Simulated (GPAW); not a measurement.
# NbRu3C (Pm-3m) in GPAW: notebook, part 2 of 2

GPAW 26.7.0.

### 3 Relaxation of cell and atoms, PBEsol+D4

run.py

```python
from ase import Atoms
from ase.calculators.mixing import SumCalculator
from ase.filters import FrechetCellFilter
from ase.io import write
from ase.optimize import BFGS
from dftd4.ase import DFTD4
from gpaw import GPAW, PW, setup_paths

setup_paths.insert(0, '.')

atoms = Atoms(['Ru', 'Ru', 'Ru', 'Nb', 'C'],
              cell=[[4.065138, 0.0, 0.0],
                    [0.0, 4.065138, 0.0],
                    [0.0, 0.0, 4.065138]],
              scaled_positions=[[0.5, 0.5, 0.0],
                                [0.5, 0.0, 0.5],
                                [0.0, 0.5, 0.5],
                                [0.0, 0.0, 0.0],
                                [0.5, 0.5, 0.5]],
              pbc=True)

calc = GPAW(mode=PW(800),
            xc='PBEsol',
            kpts={'size': (5, 5, 5), 'gamma': True},
            occupations={'name': 'fermi-dirac', 'width': 0.05},
            nbands=56,
            convergence={'density': 1e-05, 'forces': 0.0001},
            maxiter=150,
            txt='gpaw.txt')
atoms.calc = SumCalculator([calc, DFTD4(method='pbesol')])
opt = BFGS(FrechetCellFilter(atoms), trajectory='relax.traj', logfile='-')
done = opt.run(fmax=0.02, steps=60)
calc.write('gs.gpw')
write('result.traj', atoms)
print('Converged:', done)
print('Cell:', atoms.cell.cellpar().round(4))
print('Volume:', round(atoms.get_volume(), 4))
print(atoms.get_scaled_positions().round(5))
```

Potentials or basis: PAW data sets generated in the run's folder for this functional, pw.

Command:

```console
> gpaw-setup -f PBEsol C Nb Ru
> OMP_NUM_THREADS=1 python run.py
```

gpaw.txt:

```text
__  _  _
 | _ |_)|_||  |
 |__||  | ||/\| - 26.7.0

Input parameters:
  mode=PW(ecut=800.0),
  convergence={'density': 1e-05, 'forces': 0.0001},
  kpts=MonkhorstPack(size=(5, 5, 5), gamma=True),
  maxiter=150,
  nbands=56,
  occupations=Occupations(name='fermi-dirac', width=0.05),
  xc=XC(name='PBEsol')

Diagonalizing LCAO Hamiltonian
Converting LCAO to pw mode
   .---------.
  /|         |
 * |         |
 | |         |
 |Ru   C     |
 | .--Ru-----.
 |/    Ru   /
 Nb--------*

Atoms  # Å, Bohr magnetons
|   | symbol |        x |        y |        z |    initial magnetic moments |
|---|--------|----------|----------|----------|-----------------------------|
| 0 |     Ru | 2.032569 | 2.032569 | 0.000000 | ( 0.0000,  0.0000,  0.0000) |
| 1 |     Ru | 2.032569 | 0.000000 | 2.032569 | ( 0.0000,  0.0000,  0.0000) |
| 2 |     Ru | 0.000000 | 2.032569 | 2.032569 | ( 0.0000,  0.0000,  0.0000) |
| 3 |     Nb | 0.000000 | 0.000000 | 0.000000 | ( 0.0000,  0.0000,  0.0000) |
| 4 |      C | 2.032569 | 2.032569 | 2.032569 | ( 0.0000,  0.0000,  0.0000) |

Unit cell  # Å
| periodic |        x |        y |        z |  lengths |    angles |
|----------|----------|----------|----------|----------|-----------|
|      yes | 4.065138 | 0.000000 | 0.000000 | 4.065138 | 90.000000 |
|      yes | 0.000000 | 4.065138 | 0.000000 | 4.065138 | 90.000000 |
|      yes | 0.000000 | 0.000000 | 4.065138 | 4.065138 | 90.000000 |

Number of symmetries: 48
Symmetry operations  # r_c * U_cc + t_c -> r_c
|    | kind |            matrix            |
|----|------|------------------------------|
|  0 |  E   |  1, 0, 0,  0, 1, 0,  0, 0, 1 |
|  1 |  σ   |  1, 0, 0,  0, 1, 0,  0, 0,-1 |
|  2 |  σ   |  1, 0, 0,  0, 0, 1,  0, 1, 0 |
|  3 |  C4  |  1, 0, 0,  0, 0, 1,  0,-1, 0 |
|  4 |  C4  |  1, 0, 0,  0, 0,-1,  0, 1, 0 |
|  5 |  σ   |  1, 0, 0,  0, 0,-1,  0,-1, 0 |
|  6 |  σ   |  1, 0, 0,  0,-1, 0,  0, 0, 1 |
|  7 |  C2  |  1, 0, 0,  0,-1, 0,  0, 0,-1 |
|  8 |  σ   |  0, 1, 0,  1, 0, 0,  0, 0, 1 |
[... 255 lines left out ...]
No gap
No difference between direct/indirect transitions

Stress tensor  # eV/Ang^3
|         x |         y |        z |
[... 340 lines left out ...]
|----------|-----------|-----------|-----------|----------|-----------|
|      yes |  3.991242 |  0.000000 | -0.000000 | 3.991242 | 90.000000 |
|      yes | -0.000000 |  3.991242 | -0.000000 | 3.991242 | 90.000000 |
|      yes |  0.000000 | -0.000000 |  3.991242 | 3.991242 | 90.000000 |

Number of symmetries: 48
Symmetry operations  # r_c * U_cc + t_c -> r_c
|    | kind |            matrix            |
|----|------|------------------------------|
|  0 |  E   |  1, 0, 0,  0, 1, 0,  0, 0, 1 |
|  1 |  σ   |  1, 0, 0,  0, 1, 0,  0, 0,-1 |
|  2 |  σ   |  1, 0, 0,  0, 0, 1,  0, 1, 0 |
|  3 |  C4  |  1, 0, 0,  0, 0, 1,  0,-1, 0 |
|  4 |  C4  |  1, 0, 0,  0, 0,-1,  0, 1, 0 |
|  5 |  σ   |  1, 0, 0,  0, 0,-1,  0,-1, 0 |
|  6 |  σ   |  1, 0, 0,  0,-1, 0,  0, 0, 1 |
|  7 |  C2  |  1, 0, 0,  0,-1, 0,  0, 0,-1 |
|  8 |  σ   |  0, 1, 0,  1, 0, 0,  0, 0, 1 |
[... 255 lines left out ...]
No gap
No difference between direct/indirect transitions

Stress tensor  # eV/Ang^3
|         x |         y |         z |
|-----------|-----------|-----------|
| -0.024671 | -0.000000 |  0.000000 |
| -0.000000 | -0.024671 | -0.000000 |
|  0.000000 | -0.000000 | -0.024671 |

Forces  # eV/Ang
|        x |        y |        z |
|----------|----------|----------|
|  0.00000 | -0.00000 | -0.00000 |  # Ru   0
| -0.00000 |  0.00000 |  0.00000 |  # Ru   1
| -0.00000 |  0.00000 |  0.00000 |  # Ru   2
|  0.00000 |  0.00000 | -0.00000 |  # Nb   3
| -0.00000 | -0.00000 | -0.00000 |  # C    4

Interpolating wave functions to new cell

         Ru   C
            Ru
              Ru
       Nb

Atoms  # Å, Bohr magnetons
|   | symbol |         x |         y |         z |    initial magnetic moments |
|---|--------|-----------|-----------|-----------|-----------------------------|
| 0 |     Ru |  1.997675 |  1.997675 | -0.000000 | ( 0.0000,  0.0000,  0.0000) |
| 1 |     Ru |  1.997675 | -0.000000 |  1.997675 | ( 0.0000,  0.0000,  0.0000) |
| 2 |     Ru | -0.000000 |  1.997675 |  1.997675 | ( 0.0000,  0.0000,  0.0000) |
| 3 |     Nb |  0.000000 |  0.000000 |  0.000000 | ( 0.0000,  0.0000,  0.0000) |
| 4 |      C |  1.997675 |  1.997675 |  1.997675 | ( 0.0000,  0.0000,  0.0000) |

Unit cell  # Å
| periodic |         x |         y |         z |  lengths |    angles |
|----------|-----------|-----------|-----------|----------|-----------|
|      yes |  3.995350 |  0.000000 | -0.000000 | 3.995350 | 90.000000 |
|      yes | -0.000000 |  3.995350 | -0.000000 | 3.995350 | 90.000000 |
|      yes |  0.000000 | -0.000000 |  3.995350 | 3.995350 | 90.000000 |

Number of symmetries: 48
Symmetry operations  # r_c * U_cc + t_c -> r_c
|    | kind |            matrix            |
|----|------|------------------------------|
|  0 |  E   |  1, 0, 0,  0, 1, 0,  0, 0, 1 |
|  1 |  σ   |  1, 0, 0,  0, 1, 0,  0, 0,-1 |
|  2 |  σ   |  1, 0, 0,  0, 0, 1,  0, 1, 0 |
|  3 |  C4  |  1, 0, 0,  0, 0, 1,  0,-1, 0 |
|  4 |  C4  |  1, 0, 0,  0, 0,-1,  0, 1, 0 |
|  5 |  σ   |  1, 0, 0,  0, 0,-1,  0,-1, 0 |
|  6 |  σ   |  1, 0, 0,  0,-1, 0,  0, 0, 1 |
|  7 |  C2  |  1, 0, 0,  0,-1, 0,  0, 0,-1 |
|  8 |  σ   |  0, 1, 0,  1, 0, 0,  0, 0, 1 |
[... 252 lines left out ...]
No gap
No difference between direct/indirect transitions

Stress tensor  # eV/Ang^3
|         x |         y |         z |
|-----------|-----------|-----------|
| -0.018474 | -0.000000 |  0.000000 |
| -0.000000 | -0.018474 | -0.000000 |
|  0.000000 | -0.000000 | -0.018474 |

Forces  # eV/Ang
|        x |        y |        z |
|----------|----------|----------|
|  0.00000 |  0.00000 |  0.00000 |  # Ru   0
|  0.00000 | -0.00000 |  0.00000 |  # Ru   1
| -0.00000 | -0.00000 | -0.00000 |  # Ru   2
|  0.00000 | -0.00000 | -0.00000 |  # Nb   3
|  0.00000 |  0.00000 | -0.00000 |  # C    4

# Writing to gs.gpw (mode='')
```

It took 71 s on 1 thread of AMD EPYC 9R45 (Zen 5), shared host; peak memory 0.32 GiB.

What came out:

```yaml
Free_energy: -53.4742 eV
Relaxed_volume: 12.76 Å³/atom
Relaxed_cell: a = 3.995 Å, b = 3.995 Å, c = 3.995 Å, α = 90.00°, β = 90.00°, γ = 90.00°
Space_group_after_relaxing_to_0.05_Å: Pm-3m (No. 221)
Energy_gained_by_relaxing: 32.3 meV/atom
Ionic_steps: 4
Pressure_after_relaxing: 0.0 GPa
Band_gap_on_the_k_mesh: none (metal or under the smearing width)
Dispersion_energy_per_atom: -0.254 eV
```

Step by step:
| step | energy change (eV) | largest force (eV/Å) | pressure (GPa) | volume (Å³) |
| --- | --- | --- | --- | --- |
| 1 | 0.0000 | 0.0000 | -14.56 | 67.18 |
| 2 | -0.0576 | 0.0000 | -11.92 | 66.48 |
| 3 | -0.1607 | 0.0000 | 0.93 | 63.58 |
| 4 | -0.1613 | 0.0000 | -0.05 | 63.78 |

Final structure:
```yaml
crystal:
  lattice:
    - [3.99535, 0.00000, 0.00000]
    - [0.00000, 3.99535, 0.00000]
    - [0.00000, 0.00000, 3.99535]
  atoms:
    - { symbol: Ru, position: [0.50000, 0.50000, 0.00000] }
    - { symbol: Ru, position: [0.50000, 0.00000, 0.50000] }
    - { symbol: Ru, position: [0.00000, 0.50000, 0.50000] }
    - { symbol: Nb, position: [0.00000, 0.00000, 0.00000] }
    - { symbol: C, position: [0.50000, 0.50000, 0.50000] }
```

Levels at points of the mesh, in eV from the Fermi level:
| k point | band 30 | band 31 | band 32 | band 33 | band 34 | band 35 |
| --- | --- | --- | --- | --- | --- | --- |
| (0.00, 0.00, 0.00) | -1.41 | -1.41 | 0.73 | 0.75 | 0.75 | 0.75 |

Caveat: later steps reuse the first step's grids; pairwise dispersion overbinds metals, which lowers pressure and volume.
